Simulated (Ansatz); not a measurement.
# Ge: the cost of one run

Program: Ansatz 0.2.0. Level of theory: DFT r2SCAN, scalar-relativistic, plane waves, PAW. These are calculated values, not measurements.

1 further run of the same task is left out (set aside as unsound or not needed). Runs told in other sessions of the task aren't counted.

## 1. The structure to begin with

It takes space group P6_3/mmc (No. 194, hexagonal). The conventional cell has a = 3.996 Å, b = 3.996 Å, c = 6.603 Å, α = 90.00°, β = 90.00°, γ = 120.00°. Ge (site symmetry 3m) is surrounded by 4 Ge at 2.45 to 2.47 Å.

Structure file:

```
Ge
1.0
     3.99565    0.00000    0.00000
    -1.99782    3.46033    0.00000
     0.00000    0.00000    6.60271
Ge
4
Direct
  0.66667 0.33333 0.06298
  0.33333 0.66667 0.56298
  0.66667 0.33333 0.43702
  0.33333 0.66667 0.93702
```

It goes back to an entry of the Materials Project, which need not be the stable form.

This cell was relaxed beforehand with the same method: volume 22.82 Å³/atom, gap on the mesh 0.10 eV.

## 2. The reference: the undisturbed cell on the scan's mesh

input.yaml reads:

```yaml
crystal:
  lattice:
    - [3.9956487021, 0.0, 0.0]
    - [-1.9978243511, 3.4603332806, 0.0]
    - [0.0, 0.0, 6.602710985]
  atoms:
    - { symbol: Ge, position: [0.6666666667, 0.3333333333, 0.0629814343] }
    - { symbol: Ge, position: [0.3333333333, 0.6666666667, 0.5629814343] }
    - { symbol: Ge, position: [0.6666666667, 0.3333333333, 0.4370185657] }
    - { symbol: Ge, position: [0.3333333333, 0.6666666667, 0.9370185657] }
basis:
  ecutwfc: 500
kpoints:
  mp_grid: { grid: [12, 12, 6] }
hamiltonian:
  xc: r2scan
scf:
  occupations: { method: gaussian, width: 0.03 }
output:
  forces: true
  stress: true
  eigenvalues: true
  write_density: true
  write_potential: true
  elf: true
  volumetric_format: npy
```

Launch:

```sh
> ansatz run input.yaml --threads 1 --pin off --max-ram 2560MiB --backend cpu --events-out ev --progress --plain --runs-dir out
```

**Question.** How long does this run take on 1 thread of Arm Neoverse V1, shared host, and how much memory does it need?

About 38 s, with a peak of 0.65 GiB.
